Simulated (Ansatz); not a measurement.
BiTe in Ansatz: the effect of functional

The system is BiTe.

```xyz
2
Lattice="0.0000 3.2776 3.2776 3.2776 0.0000 3.2776 3.2776 3.2776 0.0000" Properties=species:S:1:pos:R:3 pbc="T T T"
Bi    0.0000    0.0000    0.0000
Te    3.2776    3.2776    3.2776
```

The cell isn't the ideal one: volume scaled by 1.04.

Alike in all runs:

- Program: Ansatz 0.2.0
- Task: single point
- Potentials or basis: Ansatz PAW
- k mesh: 7 × 7 × 7
- Occupations: fermi-dirac, width 0.05 eV
- Spin: no spin polarisation

| functional | cutoff | pressure (GPa) |
| --- | --- | --- |
| LDA | 420 eV (not typed: the program's choice for these potentials) | ? |
| PBEsol | 420 eV (not typed: the program's choice for these potentials) | -3.2 |
| r2SCAN | 500 eV (not typed: the program's choice for these potentials) | -1.7 |

What does the run with functional LDA give?

Pressure -4.2 GPa.

Caveats: the PAW data sets come from PBE, with cores solved anew for the run's functional, which leaves a small shift of forces and pressure.
